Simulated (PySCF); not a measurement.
# Eu(SH)3: other functionals and bases at one geometry

Aim: see how levels, charges and forces of Eu(SH)3 depend on the level of theory. The species was built from a template and needn't be a known compound.

Method: several levels, as the steps say, no spin–orbit coupling; program: PySCF 2.14.0.

1 further run of the same task is left out (for a known fault of the program).

**1. The system as given**

7 atoms, charge 0, spin multiplicity 1.

Bond lengths: Eu1–S2 2.612 Å, Eu1–S4 2.612 Å, Eu1–S6 2.612 Å, S2–H3 1.355 Å, S4–H5 1.355 Å, S6–H7 1.355 Å. Angles: S2–Eu1–S4 119.9°, S2–Eu1–S6 119.9°, S4–Eu1–S6 119.9°, Eu1–S2–H3 94.8°, Eu1–S4–H5 94.8°, Eu1–S6–H7 94.8°.

As a file:

```
Eu    0.0000    0.0000    0.9128
S     2.5799   -0.4061    0.9716
H     2.9027    0.9094    0.9651
S    -0.9382    2.4373    0.9716
H    -2.2389    2.0591    0.9651
S    -1.6417   -2.0312    0.9716
H    -0.6638   -2.9685    0.9651
```

Formal oxidation states: Eu +3. Each metal's 6 4f electrons lie in its core potential, so multiplicities, spins and levels count the valence alone. An earlier session relaxed this geometry at PBE0, Eu lcecp-1-SVP with ECP52, S def2-SVP, H def2-SVP (singlet, point group C3).

At PBE0 on the finer grid: E = -1231.047523 Eh, HOMO -7.37 eV, LUMO -2.45 eV, Mulliken charge on Eu1 +0.85 e, largest force component 0.009 eV/Å. 

Levels to run: r2SCAN; B3LYP; PBE0, TZVP. Hardware: 2 threads of Arm Neoverse V2, shared host.

**2. r2SCAN**

run.py (the lines that set the calculation) reads:

```python
mol = gto.M(atom='''
Eu     0.00000     0.00000     0.91283
S      2.57987    -0.40613     0.97159
H      2.90267     0.90938     0.96509
S     -0.93822     2.43730     0.97159
H     -2.23888     2.05910     0.96509
S     -1.64165    -2.03117     0.97159
H     -0.66379    -2.96848     0.96509''',
    basis={'Eu': 'lcecp-1-SVP', 'S': 'def2-SVP', 'H': 'def2-SVP'},
    ecp={'Eu': 'lcecp-1-SVP'},
    charge=0, spin=0)
mf = dft.RKS(mol, xc='R2SCAN')
mf.grids.atom_grid = (75, 302)  # f atoms: unpruned, at least (60, 302)
mf = mf.density_fit()  # fitting sets: Eu AutoAux, S def2-universal-JKFIT, H def2-universal-JKFIT
mf.conv_tol = 1e-08; mf.max_cycle = 55
mf.kernel(dm0)  # dm0: the density of the relaxed state
```

Launch:

```
$ OMP_NUM_THREADS=2 python run.py
```

**3. B3LYP**

Edit run.py (the lines that set the calculation) of step 2 so:

```diff
@@ -11,3 +11,3 @@
     charge=0, spin=0)
-mf = dft.RKS(mol, xc='R2SCAN')
+mf = dft.RKS(mol, xc='B3LYP')
 mf.grids.atom_grid = (75, 302)  # f atoms: unpruned, at least (60, 302)
```

**4. PBE0, TZVP**

Basis: Eu lcecp-1-TZVP with ECP52, S def2-TZVP, H def2-TZVP. 

run.py (the lines that set the calculation) reads:

```python
mol = gto.M(atom='''
Eu     0.00000     0.00000     0.91283
S      2.57987    -0.40613     0.97159
H      2.90267     0.90938     0.96509
S     -0.93822     2.43730     0.97159
H     -2.23888     2.05910     0.96509
S     -1.64165    -2.03117     0.97159
H     -0.66379    -2.96848     0.96509''',
    basis={'Eu': 'lcecp-1-TZVP', 'S': 'def2-TZVP', 'H': 'def2-TZVP'},
    ecp={'Eu': 'lcecp-1-TZVP'},
    charge=0, spin=0)
mf = dft.RKS(mol, xc='PBE0')
mf.grids.atom_grid = (75, 302)  # f atoms: unpruned, at least (60, 302)
mf = mf.density_fit()  # fitting sets: Eu AutoAux, S def2-universal-JKFIT, H def2-universal-JKFIT
mf.conv_tol = 1e-08; mf.max_cycle = 55
mf.kernel(dm0)  # dm0: free metal ions and neutral atoms
```

What does the calculation give? Wanted: for each run, HOMO; gap; charge on Eu1; dipole; largest force.

The runs gave:

| level | state | HOMO (eV) | gap (eV) | charge on Eu1 (e) | dipole (D) | largest force (eV/Å) | basis functions | time |
| --- | --- | --- | --- | --- | --- | --- | --- | --- |
| PBE0 (relaxed here) | singlet | -7.37 | 4.93 | 0.85 | 0.37 | 0.01 | 102 | 16 s |
| r2SCAN | singlet | -6.50 | 3.66 | 0.85 | 0.37 | 0.09 | 102 | 8.2 s |
| B3LYP | singlet | -7.07 | 4.35 | 0.76 | 0.36 | 0.20 | 102 | 5 s |
| PBE0, TZVP | singlet | -7.44 | 4.99 | 1.26 | 0.37 | 0.21 | 176 | 16 s |

Times are on 2 threads of Arm Neoverse V2, shared host; the first row also made further properties.

In one basis the HOMO–LUMO gap runs from 3.66 eV (r2SCAN) to 4.93 eV (PBE0). The largest leftover force, 0.21 eV/Å with PBE0, TZVP, stands at a geometry relaxed at another level. The Mulliken charge on Eu spans +0.76 to +1.26 e over the levels. With 4f in the core, its levels are missing from HOMO and gap. Total energies of different levels can't be compared. Spin–orbit coupling is left out throughout.
